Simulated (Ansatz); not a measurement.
# C2H9BSSi: a ladder of functionals and wavefunction methods

An exercise on one series of results from a longer session: the logs are not shown, and one member is left open.

The runs use Ansatz 0.2.0, Gaussian basis; functionals in def2-TZVPP, the program's frozen cores in correlated methods.

The runs, in order: PBE-D4, r2SCAN-D4, PBE0-D4, B3LYP-D4, ωB97X-V, ωB97M-V, B2PLYP; CCSD(T)/def2-TZVPP; MP2/def2-QZVPP; extrapolation to the limit.

**The relaxed structure**

All runs share one geometry, relaxed beforehand with PBE0-D4 in a triple-zeta def2 set.

SMILES `CCBS[SiH3]`, 14 atoms, charge 0, spin multiplicity 1.

Atoms are counted from 1 here; the program's logs count them from 0.

Bond lengths: C1–C2 1.529 Å, C1–H6 1.092 Å, C1–H7 1.093 Å, C1–H8 1.093 Å, C2–B3 1.560 Å, C2–H9 1.094 Å, C2–H10 1.102 Å, B3–S4 1.792 Å, B3–H11 1.201 Å, S4–Si5 2.148 Å, Si5–H12 1.483 Å, Si5–H13 1.484 Å, Si5–H14 1.483 Å. Angles: C2–C1–H6 111.5°, C2–C1–H7 111.2°, C2–C1–H8 111.2°, H6–C1–H7 107.9°, H6–C1–H8 107.5°, H7–C1–H8 107.4°, C1–C2–B3 114.1°, C1–C2–H9 110.9°, C1–C2–H10 108.7°, B3–C2–H9 112.2°, B3–C2–H10 104.8°, H9–C2–H10 105.5°, C2–B3–S4 120.7°, C2–B3–H11 120.5°, S4–B3–H11 118.8°, B3–S4–Si5 99.2°, S4–Si5–H12 110.4°, S4–Si5–H13 107.1° and more.

Coordinates:

```xyz
14

C    -1.0002    1.2001    1.9335
C     0.3236    0.9572    1.2089
B     0.2261   -0.0601    0.0301
S     1.0976    0.2357   -1.5077
Si    0.5762   -1.5688   -2.5504
H    -0.8684    1.8487    2.8026
H    -1.4393    0.2612    2.2792
H    -1.7297    1.6783    1.2752
H     0.7800    1.9035    0.9025
H     1.0359    0.5023    1.9163
H    -0.4173   -1.0673    0.1453
H     1.0906   -2.7534   -1.8210
H     1.2079   -1.4951   -3.8912
H    -0.8962   -1.6717   -2.6946
```

Set-up of the first run:

File in.yaml:

```yaml
crystal:
  periodic: [false, false, false]
  atoms:
    - {symbol: C, position_ang: [-1.000203, 1.200098, 1.933484]}
    - {symbol: C, position_ang: [0.323634, 0.957232, 1.208940]}
    - {symbol: B, position_ang: [0.226074, -0.060136, 0.030121]}
    - {symbol: S, position_ang: [1.097610, 0.235748, -1.507684]}
    - {symbol: Si, position_ang: [0.576207, -1.568807, -2.550353]}
    - {symbol: H, position_ang: [-0.868364, 1.848721, 2.802551]}
    - {symbol: H, position_ang: [-1.439335, 0.261236, 2.279249]}
    - {symbol: H, position_ang: [-1.729654, 1.678318, 1.275202]}
    - {symbol: H, position_ang: [0.780044, 1.903488, 0.902538]}
    - {symbol: H, position_ang: [1.035877, 0.502348, 1.916253]}
    - {symbol: H, position_ang: [-0.417260, -1.067312, 0.145289]}
    - {symbol: H, position_ang: [1.090588, -2.753437, -1.820958]}
    - {symbol: H, position_ang: [1.207909, -1.495093, -3.891225]}
    - {symbol: H, position_ang: [-0.896227, -1.671704, -2.694608]}
basis:
  gaussian: {orbitals: def2-TZVPP}
hamiltonian: {xc: pbe, dispersion: d4}
output: {forces: true, orbitals: {seedname: orbitals}}
```

The run is started by

```
ansatz run in.yaml --threads 4 --pin off --events-out ev --progress --plain --max-ram 10444MiB
```

Among the steps run: PBE-D4 (GGA); r2SCAN-D4 (meta-GGA); PBE0-D4 (hybrid); B3LYP-D4 (hybrid); ωB97X-V (range-separated); ωB97M-V (range-separated); B2PLYP (double hybrid); CCSD(T) in def2-TZVPP; MP2 in def2-QZVPP.

One table of the session follows, with a row left open; its other results are not shown here.

| method | atomisation energy (eV) |
| --- | --- |
| PBE-D4 | 52.413 |
| r2SCAN-D4 | 52.171 |
| PBE0-D4 | 52.062 |
| B3LYP-D4 | ? |
| ωB97X-V | 52.156 |
| ωB97M-V | 52.144 |
| B2PLYP | 51.368 |
| HF/def2-TZVPP | 39.897 |
| MP2/def2-TZVPP | 51.035 |
| CCSD/def2-TZVPP | 50.119 |
| CCSD(T)/def2-TZVPP | 50.700 |
| MP2/CBS | 52.186 |
| CCSD(T)/CBS | 51.851 |

Q: Estimate the row for B3LYP-D4 from the others.

**Answer.** atomisation energy (eV): 51.969. In the column «atomisation energy (eV)» it lies between CCSD(T)/CBS (51.851) and PBE0-D4 (52.062).
